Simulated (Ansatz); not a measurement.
# C₂H₁₀GaNOSi: small, medium and large basis sets

One table from this session's results is given with a row withheld; the runs are named, their logs left out.

Program: Ansatz 0.2.0, Gaussian basis. Level of theory: one geometry, several basis sets. These are calculated values, not measurements.

The runs, in order: PBE0-D4/def2-SVP; ωB97M-V/def2-SVP; PBE0-D4/def2-QZVPP; ωB97M-V/def2-QZVPP; the functionals' def2-TZVPP values are taken from earlier runs.

1 further run of the same task is left out (it didn't finish). Runs told in other sessions of the task aren't counted.

## The relaxed structure

The geometry comes from an earlier relaxation with PBE0-D4 in a triple-zeta def2 set; it is a stationary point, not always the lowest conformer.

16 atoms, charge 0, spin multiplicity 1.

Atoms are counted from 1 here; the program's logs count them from 0.

Bond lengths: N1–C2 1.427 Å, N1–H7 1.008 Å, N1–H8 1.012 Å, C2–O3 1.504 Å, C2–Si4 1.904 Å, C2–C5 1.525 Å, O3–H9 0.966 Å, Si4–H10 1.482 Å, Si4–H11 1.488 Å, Si4–H12 1.489 Å, C5–Ga6 2.017 Å, C5–H13 1.090 Å, C5–H14 1.093 Å, Ga6–H15 1.570 Å, Ga6–H16 1.579 Å. Angles: C2–N1–H7 115.2°, C2–N1–H8 113.3°, H7–N1–H8 110.4°, N1–C2–O3 106.6°, N1–C2–Si4 113.1°, N1–C2–C5 114.6°, O3–C2–Si4 106.0°, O3–C2–C5 101.8°, Si4–C2–C5 113.5°, C2–O3–H9 105.6°, C2–Si4–H10 108.6°, C2–Si4–H11 108.5°, C2–Si4–H12 110.7°, H10–Si4–H11 110.1°, H10–Si4–H12 110.2°, H11–Si4–H12 108.8°, C2–C5–Ga6 94.5°, C2–C5–H13 111.4° and more.

The first run:

in.yaml reads:

```yaml
crystal:
  periodic: [false, false, false]
  atoms:
    - {symbol: N, position_ang: [-0.395308, -1.589796, 0.187642]}
    - {symbol: C, position_ang: [0.128687, -0.290491, -0.082047]}
    - {symbol: O, position_ang: [0.590387, 0.269586, 1.235391]}
    - {symbol: Si, position_ang: [1.666807, -0.324733, -1.204412]}
    - {symbol: C, position_ang: [-0.913142, 0.737728, -0.508788]}
    - {symbol: Ga, position_ang: [-1.255335, 1.404025, 1.364383]}
    - {symbol: H, position_ang: [-0.080637, -2.316554, -0.435588]}
    - {symbol: H, position_ang: [-1.404017, -1.605665, 0.266294]}
    - {symbol: H, position_ang: [0.734005, -0.495608, 1.807127]}
    - {symbol: H, position_ang: [2.218919, 1.047649, -1.291341]}
    - {symbol: H, position_ang: [1.255391, -0.797389, -2.554188]}
    - {symbol: H, position_ang: [2.692842, -1.257598, -0.661083]}
    - {symbol: H, position_ang: [-1.717123, 0.275949, -1.080990]}
    - {symbol: H, position_ang: [-0.482441, 1.540922, -1.111764]}
    - {symbol: H, position_ang: [-0.865672, 2.871438, 1.762843]}
    - {symbol: H, position_ang: [-2.173363, 0.530517, 2.306521]}
basis:
  gaussian: {orbitals: def2-SVP}
hamiltonian: {xc: pbe0, dispersion: d4}
output: {orbitals: {seedname: orbitals}}
```

Launch:

```
> ansatz run in.yaml --threads 2 --pin off --events-out ev --progress --plain --max-ram 32768MiB --backend cpu
```

Among the steps run: PBE0-D4 in def2-SVP; ωB97M-V in def2-SVP; PBE0-D4 in def2-QZVPP; ωB97M-V in def2-QZVPP.

One table of the session follows, with a row left open; its other results are not shown here.

It belongs to the step «Functionals by basis». 

```
functional       basis  HOMO (eV)  LUMO (eV)
   PBE0-D4    def2-SVP      -7.02       0.00
   PBE0-D4  def2-TZVPP          ?          ?
   PBE0-D4  def2-QZVPP      -7.07      -0.37
   ωB97M-V    def2-SVP      -9.16       1.68
   ωB97M-V  def2-TZVPP      -9.22       1.34
   ωB97M-V  def2-QZVPP      -9.24       0.97
```

**Question.** Estimate the row for PBE0-D4, def2-TZVPP.

As computed: HOMO (eV): -7.06; LUMO (eV): -0.23. In the column «HOMO (eV)» it lies between PBE0-D4, def2-QZVPP (-7.07) and PBE0-D4, def2-SVP (-7.02).
